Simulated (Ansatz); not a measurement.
Write a Python script for the Ansatz DFT code, driven from Python that makes a single point in a Gaussian basis of CH₇AlSSi, SMILES [SiH3][CH2][AlH][SH]. Level of theory: MP2, 6-31G* basis, multiplicity 1.

```
atom    x (Å)    y (Å)    z (Å)
  Si  -1.1111   0.9560   0.2362
   C   0.4898   0.7962  -0.6199
  Al   1.2929  -0.9130  -0.0555
   S   0.3140  -2.8595  -0.4087
   H  -1.7738   2.2565  -0.2258
   H  -0.9694   1.0395   1.6811
   H  -2.0105  -0.1196  -0.1352
   H   0.3862   0.8031  -1.7253
   H   1.1601   1.6616  -0.3006
   H   2.7381  -0.9052   0.7304
   H  -0.4509  -2.7727   0.8439
```

The script, `energy.py`:
```python
"""Electronic structure of the CH7AlSSi molecule."""

import sys
import warnings

import ansatz as az
from ase import Atoms

BASIS_SET = "6-31G*"
METHOD = "MP2"

warnings.simplefilter("ignore", az.DeckWarning)

atoms = Atoms(["Si", "C", "Al", "S", "H", "H", "H", "H", "H", "H", "H"], positions=[
    (-1.1111, 0.956, 0.2362),
    (0.4898, 0.7962, -0.6199),
    (1.2929, -0.913, -0.0555),
    (0.314, -2.8595, -0.4087),
    (-1.7738, 2.2565, -0.2258),
    (-0.9694, 1.0395, 1.6811),
    (-2.0105, -0.1196, -0.1352),
    (0.3862, 0.8031, -1.7253),
    (1.1601, 1.6616, -0.3006),
    (2.7381, -0.9052, 0.7304),
    (-0.4509, -2.7727, 0.8439),
])
molecule = az.Crystal.molecule_from_ase(atoms)

model = (
    molecule.calculation()
    .basis(gaussian=BASIS_SET)
    .correlation(METHOD)
)
try:
    r = model.run(threads=1, pin="off").report
except az.AnsatzError as error:
    sys.exit(f"{type(error).__name__}: {error}")

print("reference energy %16.6f eV" % r["reference_energy_ev"])
print("total energy     %16.6f eV" % r["free_energy_ev"])
print("occupied orbitals outside the frozen core (up, down):", r["n_occupied"], " frozen:", r["n_frozen"], " virtual:", r["n_virtual"])

parts = r["correlation"]
for name in ("random_phase", "coupled_cluster", "perturbative"):
    if name in parts:
        print(f"{name:16s} {parts[name]['energy']['hartree']:12.7f} Ha")
if "second_order" in parts:
    pair = parts["second_order"]
    print(f"MP2 same spin {pair['same_spin']['hartree']:.7f} Ha, opposite spin {pair['opposite_spin']['hartree']:.7f} Ha")
```

Output of `python energy.py`:
```text
reference energy    -26402.946978 eV
total energy        -26413.411682 eV
occupied orbitals outside the frozen core (up, down): [12, 12]  frozen: 16  virtual: [58, 58]
MP2 same spin -0.0819443 Ha, opposite spin -0.3026265 Ha
```

Total energies depend on the basis set; only differences at equal settings carry meaning. The geometry is a force-field or estimated start, not a minimum of this method, and the basis set is short of its limit. It ran for 1.9 s on 1 thread of Arm Neoverse V1, with other jobs on the host, peak memory 0.21 GiB.
